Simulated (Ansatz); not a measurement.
# B2PLYP/cc-pVDZ run of C2H5NSi (SMILES C[SiH2]C#N)

Aim: the electronic atomisation energy of C2H5NSi at B2PLYP/cc-pVDZ, from 5 runs. 

Program for the calculation: Ansatz 0.2.0.

59 further runs of the same task are left out: 1 that didn't finish, 58 set aside as unsound or not needed.

### 1 The system as given

C2H5NSi: 9 atoms, total charge 0, spin state singlet. SMILES: `C[SiH2]C#N`. The coordinates come from a PBE0-D4/def2-TZVP relaxation.

Bond lengths: C1–Si2 1.859 Å, Si2–C3 1.855 Å, C3–N4 1.152 Å, C1–H5 1.092 Å, C1–H6 1.092 Å, C1–H7 1.092 Å, Si2–H8 1.482 Å, Si2–H9 1.482 Å. Some angles: C1–Si2–C3 108.8°, Si2–C3–N4 178.8°, C1–Si2–H8 112.7°, C1–Si2–H9 112.7°, C3–Si2–H8 106.1°, C3–Si2–H9 106.1°, Si2–C1–H5 110.7°, Si2–C1–H6 110.7°, Si2–C1–H7 110.1°, H8–Si2–H9 110.0°.

### 2 The energy at B2PLYP/cc-pVDZ

in.yaml reads:

```yaml
crystal:
  periodic: [false, false, false]
  atoms:
    - {symbol: C, position_ang: [-0.672000, 0.931100, -0.497500]}
    - {symbol: Si, position_ang: [-0.146800, -0.554600, 0.488300]}
    - {symbol: C, position_ang: [1.638300, -0.910100, 0.129800]}
    - {symbol: N, position_ang: [2.747300, -1.112400, -0.107600]}
    - {symbol: H, position_ang: [-0.554100, 0.746100, -1.566800]}
    - {symbol: H, position_ang: [-0.072800, 1.803400, -0.229800]}
    - {symbol: H, position_ang: [-1.721900, 1.160400, -0.300900]}
    - {symbol: H, position_ang: [-0.893300, -1.779400, 0.117000]}
    - {symbol: H, position_ang: [-0.236400, -0.330800, 1.950300]}
basis:
  gaussian:
    orbitals: cc-pVDZ
hamiltonian:
  xc: {name: B2PLYP}
correlation:
  frozen_orbitals: {C: 1, H: 0, "N": 1, Si: 5}
accuracy: high
output: {orbitals: {seedname: orbitals}}
```

Launch:

```
ansatz run in.yaml --threads 1 --pin off --max-ram 3480MiB --events-out events.jsonl --progress --plain --runs-dir runs
```

The program printed:

```text
Warning: RAYON_NUM_THREADS=1 ignored (pool sized by the plan → 1); use --threads N
Functional definition: B2PLYP
  name "B2PLYP"
  parameter a = 0.53
  parameter c = 0.27
  exchange = (1 - a)*b88_x + a*exact_x
  correlation = (1 - c)*lyp_c + c*(mp2_os + mp2_ss)
1991 factors; integrals over basis functions are off by at most 3.9e-9 eV
mean field evaluation 1: about -11506.5453 eV, gradient 4.1e1 eV
mean field evaluation 2: about -11507.0255 eV, gradient 4.1e1 eV
mean field evaluation 4: about -11510.7088 eV, gradient 1.1e1 eV
mean field evaluation 8: about -11510.9891 eV, gradient 5.3e-1 eV
mean field evaluation 16: about -11510.9899 eV, gradient 4.3e-5 eV
mean field -11510.98993568 eV, -423.0210777070 hartree, gradient 2.3e-8 eV, S^2 0.000000; 0 other end points of the search recorded, 0 dependent functions left out
8 core orbitals not correlated: weight in the atoms' cores, before any rotation towards them, 1.000 or more for the frozen orbitals, at most 0.000 for the correlated occupied ones
reference -11510.98996086 eV, -423.0210786325 hartree; 11, 11 occupied and 66, 66 virtual orbitals, 1991 factors
second order -17.74151727 eV of doubles, -0.00000000 eV of singles
Total energy: -11515.78017053 eV, -423.1971155907 hartree
```

Run time: 3.9 s. Hardware: 1 thread of AMD EPYC 9R45 (Zen 5), shared host; peak memory 0.29 GiB.

### 3 The C atom, same level

input.yaml reads:

```yaml
crystal:
  periodic: [false, false, false]
  atoms:
    - {symbol: C, position_ang: [0.000000, 0.000000, 0.000000]}
basis:
  gaussian: {orbitals: cc-pVDZ}
magnetization: {spin_polarized: true, initial_magnetization: 2}
hamiltonian: {xc: {name: B2PLYP}}
correlation: {frozen_orbitals: {C: 1}}
accuracy: high
```

Run the same way, it converges to -37.81596 Eh (log not shown).

### 4 The H atom, same level

job.yaml reads:

```yaml
crystal:
  periodic: [false, false, false]
  atoms:
    - symbol: H
      position_ang: [0.000000, 0.000000, 0.000000]
basis:
  gaussian:
    orbitals: cc-pVDZ
magnetization:
  spin_polarized: true
  initial_magnetization: 1
hamiltonian:
  xc: {name: B2PLYP}
correlation:
  frozen_orbitals: {H: 0}
accuracy: high
```

Run the same way, it converges to -0.49793 Eh (log not shown).

### 5 The N atom

in.yaml reads:

```yaml
crystal:
  periodic: [false, false, false]
  atoms:
    - {symbol: N, position_ang: [0.000000, 0.000000, 0.000000]}
basis:
  gaussian:
    orbitals: cc-pVDZ
correlation:
  frozen_orbitals: {"N": 1}
accuracy: high
hamiltonian:
  xc: {name: B2PLYP}
magnetization:
  spin_polarized: true
  initial_magnetization: 3
```

Launch:

```
ansatz run in.yaml --threads 1 --pin off --max-ram 3480MiB --events-out events.jsonl --progress --plain --runs-dir runs
```

The program printed, cut to the lines that bear on the results:

```text
Warning: RAYON_NUM_THREADS=1 ignored (pool sized by the plan → 1); use --threads N
[... 6 set-up lines as earlier in the session ...]
96 factors; integrals over basis functions are off by at most 2.2e-9 eV
mean field evaluation 1: about -1483.6893 eV, gradient 3.1e0 eV
mean field evaluation 2: about -1483.6894 eV, gradient 3.1e0 eV
mean field evaluation 4: about -1483.7335 eV, gradient 1.7e-1 eV
mean field evaluation 8: about -1483.7337 eV, gradient 4.4e-6 eV
mean field -1483.73368786 eV, -54.5262073180 hartree, gradient 1.9e-9 eV, S^2 3.752593; 0 other end points of the search recorded, 0 dependent functions left out
1 core orbitals not correlated: weight in the atoms' cores, before any rotation towards them, 1.000 or more for the frozen orbitals, at most 0.000 for the correlated occupied ones
reference -1483.73369952 eV, -54.5262077467 hartree; 4, 1 occupied and 9, 12 virtual orbitals, 96 factors
second order -2.27007127 eV of doubles, -0.00000000 eV of singles
Total energy: -1484.34661877 eV, -54.5487321134 hartree
```

Run time: 0.14 s. Hardware: 1 thread of AMD EPYC 9R45 (Zen 5), shared host.

### 6 The Si atom, same level

input.yaml reads:

```yaml
crystal:
  periodic: [false, false, false]
  atoms:
    - {symbol: Si, position_ang: [0.000000, 0.000000, 0.000000]}
basis:
  gaussian:
    orbitals: cc-pVDZ
magnetization:
  spin_polarized: true
  initial_magnetization: 2
hamiltonian:
  xc: {name: B2PLYP}
correlation:
  frozen_orbitals: {Si: 5}
accuracy: high
```

Run the same way, it converges to -289.24800 Eh (log not shown).

### 7 Outcome

Level: B2PLYP/cc-pVDZ, 8 core orbitals frozen.

| quantity | value |
| --- | --- |
| molecule: total energy | -423.19712 Eh |
| molecule: HOMO energy (SCF part's orbitals) | -10.49 eV |
| molecule: LUMO energy (SCF part's orbitals) | 1.23 eV |
| molecule: HOMO–LUMO gap (SCF part's orbitals) | 11.71 eV |
| C atom: total energy | -37.81596 Eh |
| C atom: ⟨S²⟩ | 2.004 |
| H atom: total energy | -0.49793 Eh |
| H atom: ⟨S²⟩ | 0.750 |
| N atom: total energy | -54.54873 Eh |
| N atom: ⟨S²⟩ | 3.753 |
| Si atom: total energy | -289.24800 Eh |
| Si atom: ⟨S²⟩ | 2.006 |
| electronic atomisation energy | 34.799 eV |

What this shows: Taking the molecule apart into free atoms costs 34.80 eV (802 kcal/mol), before zero-point energy and without spin-orbit coupling.
